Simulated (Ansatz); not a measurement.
Working through a ladder of methods at one geometry of C2H7NSSi, SMILES [SiH3]N1CSC1

Computed with the Python package of Ansatz (0.2.0).

Run as a notebook:

```python
from pathlib import Path

import ansatz as az
from ase import Atoms
import numpy as np
```

```python
atoms = Atoms(['Si', 'N', 'C', 'S', 'C', 'H', 'H', 'H', 'H', 'H', 'H', 'H'], positions=[
    [-1.3208, 0.2437, 0.8416],
    [-0.0735, 0.2636, -0.256],
    [1.2818, 0.5665, 0.0961],
    [1.8566, 0.0253, -1.559],
    [0.2381, -0.8538, -1.1707],
    [-1.4095, 1.6254, 1.4969],
    [-2.5928, 0.0278, 0.0849],
    [-1.103, -0.7631, 1.8232],
    [1.74, -0.0303, 0.9586],
    [1.5244, 1.6202, 0.3445],
    [0.3709, -1.8204, -0.6492],
    [-0.4352, -0.9602, -1.9769],
])
system = az.Crystal.molecule_from_ase(atoms)
```

```python
calculation = system.calculation().basis(gaussian='def2-SVP')
```

```python
print('functional    E (Ha)        dipole (D)   HOMO (eV)  LUMO (eV)')
for name in ['pbe', 'lda', 'pbe0', 'cam_b3lyp']:
    r = calculation.functional(name).forces().orbitals().run(runs_dir='runs').report
    lines = Path(r['orbitals_path']).read_text().splitlines()
    field_of = lambda key: [line.split('=')[1].strip() for line in lines if line.startswith(key)]
    orbitals = [(27.211386 * float(e), s, float(n)) for e, s, n in zip(field_of('Ene='), field_of('Spin='), field_of('Occup='))]
    homo = max(e for e, _, n in orbitals if n > 0.5)
    lumo = min(e for e, _, n in orbitals if n < 0.5)
    dipole = 4.803205 * np.linalg.norm(r['charge_distribution']['dipole_moment_e_ang'])
    print(f'{name:10s} {r["free_energy_ev"] / 27.211386246:14.6f} {dipole:9.3f} {homo:11.3f} {lumo:10.3f}')
```

    functional    E (Ha)        dipole (D)   HOMO (eV)  LUMO (eV)
    pbe           -821.987935     1.080      -5.222     -1.222
    lda           -818.752893     1.064      -5.276     -1.374
    pbe0          -822.069988     1.240      -6.528     -0.208
    cam_b3lyp     -822.428063     1.177      -7.836      1.058

Notes:
- The settings weren't tested for convergence.
- The geometry is a force-field or estimated start, not a minimum of this method, and the basis set is short of its limit. A lower total doesn't mark the better method: functionals have no common bound, and MP2 and coupled cluster aren't variational.
- Levels such as HOMO and LUMO are orbital energies: with these approximate functionals they aren't the ionisation energy and electron affinity, and their gap isn't the fundamental gap.
- Run time: 21 s on 1 thread of Intel(R) Xeon(R) Platinum 8259CL CPU @ 2.50GHz (Skylake/Cascade Lake) (shared host), peak memory 0.37 GiB.
